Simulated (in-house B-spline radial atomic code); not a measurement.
# I²⁺: excited configurations

How much energy does it take to promote electrons of I²⁺ to other shells? Each configuration is solved by itself and compared with the reference.

The numbers are computed with in-house B-spline radial atomic code version 1 (scalar-relativistic (spin-free one-electron X2C) HSE06, spin-polarised, spherical density, exact exchange averaged over the configuration, Fermi nucleus, basis-set limit), except any that are marked as measured or tabulated.

### 1 The atom as given

```
element       : iodine (Z = 53)
charge        : +2
electrons     : 51
configuration : [Kr] 4d10 5s2 5p3
Hamiltonian   : scalar-relativistic (X2C)
nucleus       : Fermi, rms radius 4.750 fm
```

The outer shells:

[Kr] 4d10 5s2 5p3
```
[Kr] core
4d [↑↓][↑↓][↑↓][↑↓][↑↓]
5s [↑↓]
5p [↑ ][↑ ][↑ ]
```

Where spins are not typed, each open shell is filled with up spins first.

### 2 The reference configuration

Input settings:

```ini
Z = 53
electrons = 51.0
configuration = [Kr] 4d10 5s2 5p3
hamiltonian = x2c
method = hse06
spin_polarised = True
nucleus = fermi
rms_radius = 4.75
mass_number = 127
atomic_mass = 126.904472592
speed_of_light = 137.035999084
exact_exchange = averaged over the configuration
```

On the command line:

```sh
$ python run_scf.py task.json out
```

One command runs all members of the session, one after another, from task.json.

### 3 Configuration [Kr] 4d10 5s2 5p2 5f1

Changes to the settings of step 2:

```diff
@@ -2,3 +2,3 @@
 electrons = 51.0
-configuration = [Kr] 4d10 5s2 5p3
+configuration = [Kr] 4d10 5s2 5p2 5f1
 hamiltonian = x2c
```

### 4 Run with [Kr] 4d9 5s2 5p3 6d1

Changes to the settings of step 3:

```diff
@@ -2,3 +2,3 @@
 electrons = 51.0
-configuration = [Kr] 4d10 5s2 5p2 5f1
+configuration = [Kr] 4d9 5s2 5p3 6d1
 hamiltonian = x2c
```

### 5 Run with [Kr] 4d10 5s1 5p3 6s1

Changes to the settings of step 4:

```diff
@@ -2,3 +2,3 @@
 electrons = 51.0
-configuration = [Kr] 4d9 5s2 5p3 6d1
+configuration = [Kr] 4d10 5s1 5p3 6s1
 hamiltonian = x2c
```

### 6 [Ar] 3d9 4s2 4p6 4d10 5s2 5p3 6s1

Changes to the settings of step 5:

```diff
@@ -2,3 +2,3 @@
 electrons = 51.0
-configuration = [Kr] 4d10 5s1 5p3 6s1
+configuration = [Ar] 3d9 4s2 4p6 4d10 5s2 5p3 6s1
 hamiltonian = x2c
```

### 7 Configuration [Ar] 3d9 4s2 4p6 4d10 5s2 5p3 6p1

Changes to the settings of step 6:

```diff
@@ -2,3 +2,3 @@
 electrons = 51.0
-configuration = [Ar] 3d9 4s2 4p6 4d10 5s2 5p3 6s1
+configuration = [Ar] 3d9 4s2 4p6 4d10 5s2 5p3 6p1
 hamiltonian = x2c
```

### 8 Configuration [Kr] 4d10 5s1 5p3 6d1

Changes to the settings of step 7:

```diff
@@ -2,3 +2,3 @@
 electrons = 51.0
-configuration = [Ar] 3d9 4s2 4p6 4d10 5s2 5p3 6p1
+configuration = [Kr] 4d10 5s1 5p3 6d1
 hamiltonian = x2c
```

How far above the reference does each configuration lie (order and size, in eV)?

**Answer**, as computed:

| net move | configuration | 2|M_S|+1 | energy above the reference (eV) | largest <r> (bohr) |
| --- | --- | --- | --- | --- |
| 5s → 6s | [Kr] 4d10 5s1 5p3 6s1 | 6 | 23.685 | 4.14 |
| 5p → 5f | [Kr] 4d10 5s2 5p2 5f1 | 4 | 23.754 | 7.33 |
| 5s → 6d | [Kr] 4d10 5s1 5p3 6d1 | 6 | 30.722 | 6.57 |
| 4d → 6d | [Kr] 4d9 5s2 5p3 6d1 | 6 | 70.803 | 6.47 |
| 3d → 6s | [Ar] 3d9 4s2 4p6 4d10 5s2 5p3 6s1 | 6 | 635.29 | 4.05 |
| 3d → 6p | [Ar] 3d9 4s2 4p6 4d10 5s2 5p3 6p1 | 6 | 638.49 | 4.77 |

What this shows: The energies run from 23.685 eV (5s → 6s) to 638.49 eV (3d → 6p). 3 of them lie more than 60 % above minus the reference's highest level (26.452 eV), in the range where a state can decay by emitting an electron. The reference has 2|M_S|+1 = 4; 5 of the configurations differ from it in spin. These are spherical averages at the typed spins, not spectroscopic levels.
